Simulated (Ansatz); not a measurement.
# CH5BrSeSi: the cost of one run

Computed with Ansatz 0.2.0 through its Python package. Level of theory: PBE/def2-SVPD.

## Step 1: Starting point

Bond lengths: C1–Si2 1.808 Å, Si2–Se3 2.250 Å, Si2–Br4 2.261 Å, C1–H5 1.125 Å, C1–H6 1.146 Å, C1–H7 1.116 Å, Si2–H8 1.432 Å, Se3–H9 1.508 Å. Angles: C1–Si2–Se3 108.4°, C1–Si2–Br4 109.4°, C1–Si2–H8 110.9°, Se3–Si2–Br4 107.8°, Se3–Si2–H8 108.5°, Br4–Si2–H8 111.8°, Si2–C1–H5 112.1°, Si2–C1–H6 111.9°, Si2–C1–H7 113.1°, H5–C1–H6 103.8°, H5–C1–H7 107.2°, H6–C1–H7 108.1°, Si2–Se3–H9 92.8°.

No structure file is read: the coordinates are typed or built in the script.

## Step 2: Script

ch5brsesi.py reads:

```python
"""Dipole of CH5BrSeSi in the field of point charges."""

import ansatz as az
import numpy as np


def main() -> None:
    molecule = (
        az.Crystal.molecule()
        .atom("C", (-0.7131, 0.7742, -0.4314))
        .atom("Si", (-0.1161, -0.7135, 0.4054))
        .atom("Se", (1.8183, -0.2165, 1.4416))
        .atom("Br", (0.3138, -2.3165, -1.1297))
        .atom("H", (-0.9313, 1.6078, 0.2926))
        .atom("H", (-1.7169, 0.5965, -0.9557))
        .atom("H", (0.0072, 1.1723, -1.1856))
        .atom("H", (-1.0568, -1.1591, 1.3889))
        .atom("H", (2.4835, 0.2085, 0.1568))
    )

    model = molecule.calculation()
    model = model.basis(gaussian="def2-SVPD")
    model = model.functional("pbe")
    model = model.forces()
    # charges +q and -q at -R and +R make a nearly even field 2 k q / R^2 at the centre
    centre = np.mean([site.position_ang for site in molecule.cartesian_sites], axis=0)
    field = 2 * 14.399645 * 2.0 / 40.0 ** 2


    def dipole(axis, sign):
        arm = 40.0 * np.eye(3)[axis]
        pair = [{"charge": sign * 2.0, "position_ang": (centre - arm).tolist()}, {"charge": -sign * 2.0, "position_ang": (centre + arm).tolist()}]
        deck = model.input().set(az.key.basis.gaussian.point_charges, pair)
        return np.array(az.Session.from_dict(deck).plan().execute().report["charge_distribution"]["dipole_moment_e_ang"])


    print(f"field {field:.4f} V/A")
    alpha = np.array([(dipole(axis, 1) - dipole(axis, -1)) / (2 * field) * 14.399645 for axis in range(3)])
    print("polarisability tensor (A^3)")
    print(np.array2string(alpha, precision=3, suppress_small=True))
    print(f"mean {np.trace(alpha) / 3:.3f} A^3 = {np.trace(alpha) / 3 / 0.14818471:.2f} bohr^3")


if __name__ == "__main__":
    main()
```

## Step 3: The input behind the calls

The package turns the script's settings into the engine's input (first run):

```yaml
crystal:
  periodic: [false, false, false]
  atoms:
    - { symbol: C, position_ang: [-0.7131, 0.7742, -0.4314] }
    - { symbol: Si, position_ang: [-0.1161, -0.7135, 0.4054] }
    - { symbol: Se, position_ang: [1.8183, -0.2165, 1.4416] }
    - { symbol: Br, position_ang: [0.3138, -2.3165, -1.1297] }
    - { symbol: H, position_ang: [-0.9313, 1.6078, 0.2926] }
    - { symbol: H, position_ang: [-1.7169, 0.5965, -0.9557] }
    - { symbol: H, position_ang: [0.0072, 1.1723, -1.1856] }
    - { symbol: H, position_ang: [-1.0568, -1.1591, 1.3889] }
    - { symbol: H, position_ang: [2.4835, 0.2085, 0.1568] }
basis:
  gaussian:
    orbitals: def2-SVPD
    point_charges:
      - { charge: 2.0, position_ang: [-39.99015555555555, -0.005144444444444485, -0.0018999999999999944] }
      - { charge: -2.0, position_ang: [40.00984444444445, -0.005144444444444485, -0.0018999999999999944] }
hamiltonian:
  xc: pbe
output:
  forces: true
```

## Step 4: Running it

Started as:

```sh
python ch5brsesi.py
```

Q: Estimate wall time and peak memory on 1 thread of Arm Neoverse V1, shared host.

About 53 s, with a peak of 0.32 GiB.
